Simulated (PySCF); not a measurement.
# CH4FInTe (SMILES [CH3][In]([F])[TeH]) at 3 levels

Aim: a comparison of 3 runs (HF/def2-TZVP, B3LYP/def2-TZVP, PBE/def2-TZVP) of CH4FInTe. 

The calculation is run with PySCF 2.14.0.

## Step 1: Starting point

CH4FInTe: 8 atoms, total charge 0, spin state singlet. As SMILES, `[CH3][In]([F])[TeH]`. The shape is that of a PBE0-D4/def2-TZVP optimisation. This is one conformer, not always the lowest.

Bond lengths: C1–In2 2.133 Å, In2–F3 1.964 Å, In2–Te4 2.676 Å, C1–H5 1.089 Å, C1–H6 1.090 Å, C1–H7 1.090 Å, Te4–H8 1.657 Å. Angles: C1–In2–F3 114.2°, C1–In2–Te4 136.4°, F3–In2–Te4 109.4°, In2–C1–H5 111.0°, In2–C1–H6 108.5°, In2–C1–H7 108.4°, In2–Te4–H8 88.6°, H5–C1–H6 109.9°, H5–C1–H7 110.0°, H6–C1–H7 109.0°.

## Step 2: Energy and forces at HF/def2-TZVP (core potential) (run 1)

job.py

```python
# [CH3][In]([F])[TeH]
from pyscf import gto, scf

mol = gto.M(
    atom='''
C     -0.051023     2.710623    -1.568851
In     0.149288    -0.705435     0.562571
F      2.585523    -0.611515     3.359744
Te    -2.103076    -5.231707     0.448432
H     -1.365327     2.524863    -3.140347
H     -0.665939     4.226372    -0.315773
H      1.833979     3.149418    -2.275041
H     -0.383425    -6.062997     2.929453
''',
    ecp={'In': 'def2-svp', 'Te': 'def2-svp'},
    verbose=4,
    basis='def2-tzvp',
    max_memory=1860,
    unit='bohr',
)

calc0 = scf.RHF(mol)
calc0.conv_tol = 1e-10
calc0.kernel()
if not calc0.converged:
    calc0 = calc0.newton().run(calc0.mo_coeff, calc0.mo_occ)

energy = calc0.e_tot
print('E = %.10f Eh' % energy)
grad = calc0.nuc_grad_method().kernel()
calc0.analyze()
```

Started as:

```bash
$ OMP_NUM_THREADS=1 python job.py
```

Output:

```text
PySCF version 2.14.0

[... 88 lines left out ...]
Two-electron Coulomb Energy =          734.972806199616912
[... 18 lines left out ...]
MO #16  energy= -1.47033750581565  occ= 2
[... 16 lines left out ...]
MO #33  energy= 0.0420483802982576 occ= 0
[... 16 lines left out ...]
MO #50  energy= 0.330628907863888  occ= 0
[... 16 lines left out ...]
MO #67  energy= 0.717276044883306  occ= 0
[... 16 lines left out ...]
MO #84  energy= 1.09469674549149   occ= 0
[... 16 lines left out ...]
MO #101 energy= 1.62085336252722   occ= 0
[... 16 lines left out ...]
MO #118 energy= 2.4179775009299    occ= 0
[... 16 lines left out ...]
MO #135 energy= 3.01081058438394   occ= 0
[... 16 lines left out ...]
MO #152 energy= 3.7844674290884    occ= 0
[... 16 lines left out ...]
MO #169 energy= 7.49994167010983   occ= 0
[... 16 lines left out ...]
MO #186 energy= 125.723165045415   occ= 0
[... 158 lines left out ...]
pop of  3 Te 5f-2         0.00227
pop of  3 Te 5f-1         0.00218
pop of  3 Te 5f+0         0.00134
pop of  3 Te 5f+1         0.00254
pop of  3 Te 5f+2         0.00122
pop of  3 Te 5f+3         0.00389
pop of  4 H 1s            0.88477
pop of  4 H 2s            0.00719
pop of  4 H 3s            0.00229
pop of  4 H 2px           0.00068
pop of  4 H 2py           0.00085
pop of  4 H 2pz           0.00123
pop of  5 H 1s            0.88089
pop of  5 H 2s            0.00864
pop of  5 H 3s            0.00219
pop of  5 H 2px           0.00023
pop of  5 H 2py           0.00176
pop of  5 H 2pz           0.00046
pop of  6 H 1s            0.87835
pop of  6 H 2s            0.01001
pop of  6 H 3s            0.00221
pop of  6 H 2px           0.00103
pop of  6 H 2py           0.00097
pop of  6 H 2pz           0.00062
pop of  7 H 1s            1.52539
pop of  7 H 2s            0.02073
pop of  7 H 3s            0.02335
pop of  7 H 2px           0.02458
pop of  7 H 2py           0.01160
pop of  7 H 2pz           0.04266
 ** Mulliken atomic charges  **
charge of    0C =     -1.06422
charge of    1In =      1.33545
charge of    2F =     -0.93671
charge of    3Te =      0.99817
charge of    4H =      0.10299
charge of    5H =      0.10582
charge of    6H =      0.10681
charge of    7H =     -0.64831
Dipole moment(X, Y, Z, Debye): -1.65906,  1.09952, -2.55154
```

Wall time 3.2 min (1 thread of Intel Xeon at 2.50GHz (Skylake/Cascade Lake), shared host); peak memory 1.3 GiB.

## Step 3: Energy and gradient at B3LYP/def2-TZVP (core potential) (run 2)

run.py

```python
# [CH3][In]([F])[TeH]
import pyscf.grad
from pyscf import gto, dft

mol = gto.M(
    atom='''
C     -0.027000     1.434400    -0.830200
In     0.079000    -0.373300     0.297700
F      1.368200    -0.323600     1.777900
Te    -1.112900    -2.768500     0.237300
H     -0.722500     1.336100    -1.661800
H     -0.352400     2.236500    -0.167100
H      0.970500     1.666600    -1.203900
H     -0.202900    -3.208400     1.550200
''',
    basis='def2-tzvp',
    verbose=3,
    max_memory=1860,
    ecp={'In': 'def2-svp', 'Te': 'def2-svp'},
)

mf = dft.RKS(mol)
mf.xc = 'b3lyp'
mf.conv_tol = 1e-10
mf.grids.level = 5
mf.kernel()
if not mf.converged:
    mf = mf.newton().run(mf.mo_coeff, mf.mo_occ)

e_final = mf.e_tot
print('Final energy', e_final)
grad = mf.Gradients().kernel()
mf.analyze()
```

Started as:

```bash
$ OMP_NUM_THREADS=1 python run.py
```

Output:

```text
converged SCF energy = -598.80763287458
[... 19 lines left out ...]
MO #10  energy= -3.08521112619427  occ= 2
[... 15 lines left out ...]
MO #26  energy= -0.422297636972549 occ= 2
[... 15 lines left out ...]
MO #42  energy= 0.106576400343818  occ= 0
[... 15 lines left out ...]
MO #58  energy= 0.357487541551929  occ= 0
[... 15 lines left out ...]
MO #74  energy= 0.673375528051707  occ= 0
[... 15 lines left out ...]
MO #90  energy= 0.991229175066506  occ= 0
[... 15 lines left out ...]
MO #106 energy= 1.48889854838922   occ= 0
[... 15 lines left out ...]
MO #122 energy= 2.15039181112983   occ= 0
[... 15 lines left out ...]
MO #138 energy= 2.85855323507328   occ= 0
[... 15 lines left out ...]
MO #154 energy= 3.49717596024614   occ= 0
[... 15 lines left out ...]
MO #170 energy= 8.33312605409328   occ= 0
[... 15 lines left out ...]
MO #186 energy= 124.02285555645    occ= 0
[... 9 lines left out ...]
Dipole moment(X, Y, Z, Debye): -1.68524,  0.89795, -2.46884
```

Wall time 4.9 min (1 thread of Intel Xeon at 2.50GHz (Skylake/Cascade Lake), shared host); peak memory 2.7 GiB.

## Step 4: Energy and gradient at PBE/def2-TZVP (core potential) (run 3)

job.py

```python
# [CH3][In]([F])[TeH]
from pyscf import gto, dft

system = gto.M(
    atom='''
C       -0.027000       1.434400      -0.830200
In       0.079000      -0.373300       0.297700
F        1.368200      -0.323600       1.777900
Te      -1.112900      -2.768500       0.237300
H       -0.722500       1.336100      -1.661800
H       -0.352400       2.236500      -0.167100
H        0.970500       1.666600      -1.203900
H       -0.202900      -3.208400       1.550200
''',
    max_memory=1860,
    basis='def2-tzvp',
    verbose=3,
    ecp={'In': 'def2-svp', 'Te': 'def2-svp'},
)

mf = dft.RKS(system, xc='pbe')
mf.conv_tol = 1e-10
mf.grids.level = 5
mf.kernel()
if not mf.converged:
    mf = mf.newton().run(mf.mo_coeff, mf.mo_occ)

e_tot = mf.e_tot
print('Final energy', e_tot)
grad = mf.nuc_grad_method().kernel()
dip = mf.dip_moment()
pop, q = mf.mulliken_pop()
```

Started as:

```bash
$ OMP_NUM_THREADS=1 python job.py
```

Output:

```text
converged SCF energy = -598.487817360712
Final energy -598.4878173607121
[... 8 lines left out ...]
Dipole moment(X, Y, Z, Debye): -1.57932,  0.88894, -2.33933
[... 156 lines left out ...]
pop of  3 Te 5f-3         0.00002
pop of  3 Te 5f-2         0.00008
pop of  3 Te 5f-1         0.00006
pop of  3 Te 5f+0         0.00001
pop of  3 Te 5f+1         0.00020
pop of  3 Te 5f+2         0.00005
pop of  3 Te 5f+3         0.00004
pop of  4 H 1s            0.27193
pop of  4 H 2s            0.46002
pop of  4 H 3s            0.09373
pop of  4 H 2px           0.00754
pop of  4 H 2py           0.00599
pop of  4 H 2pz           0.00907
pop of  5 H 1s            0.27045
pop of  5 H 2s            0.45776
pop of  5 H 3s            0.09583
pop of  5 H 2px           0.00540
pop of  5 H 2py           0.00968
pop of  5 H 2pz           0.00781
pop of  6 H 1s            0.27051
pop of  6 H 2s            0.45734
pop of  6 H 3s            0.09524
pop of  6 H 2px           0.01044
pop of  6 H 2py           0.00644
pop of  6 H 2pz           0.00601
pop of  7 H 1s            0.22327
pop of  7 H 2s            0.50311
pop of  7 H 3s            0.16480
pop of  7 H 2px           0.00545
pop of  7 H 2py           0.00306
pop of  7 H 2pz           0.00731
 ** Mulliken atomic charges  **
charge of    0C =     -0.57965
charge of    1In =      0.73317
charge of    2F =     -0.45302
charge of    3Te =     -0.25232
charge of    4H =      0.15172
charge of    5H =      0.15308
charge of    6H =      0.15403
charge of    7H =      0.09301
```

Wall time 4.9 min (1 thread of Intel Xeon at 2.50GHz (Skylake/Cascade Lake), shared host); peak memory 2.7 GiB.

## Step 5: Overview of the runs

| run | level | integration grid | energy (Eh) | dipole moment (D) | HOMO energy (eV) | LUMO energy (eV) | wall time |
| --- | --- | --- | --- | --- | --- | --- | --- |
| 1 | HF/def2-TZVP (core potential) | – | -595.976643 | 3.24 | -9.01 | 1.14 | 3.2 min |
| 2 | B3LYP/def2-TZVP (core potential) | 5 | -598.807633 | 3.12 | -6.62 | -1.73 | 4.9 min |
| 3 | PBE/def2-TZVP (core potential) | 5 | -598.487817 | 2.96 | -5.82 | -2.24 | 4.9 min |

## Step 6: What came out

```
                       quantity          value
            run 3: total energy  -598.48782 Eh
           run 3: dipole moment         2.96 D
             run 3: HOMO energy       -5.82 eV
             run 3: LUMO energy       -2.24 eV
           run 3: HOMO–LUMO gap        3.58 eV
run 3: largest force on an atom     0.513 eV/Å
```

The dipole moment (its size) runs from 2.96 D (PBE/def2-TZVP) to 3.24 D (HF/def2-TZVP). The HOMO–LUMO gap runs from 3.58 eV (PBE/def2-TZVP) to 10.16 eV (HF/def2-TZVP). Exact exchange widens orbital gaps. Totals of different functionals can't be ranked against each other. All runs together took 13 min, the longest 4.9 min.
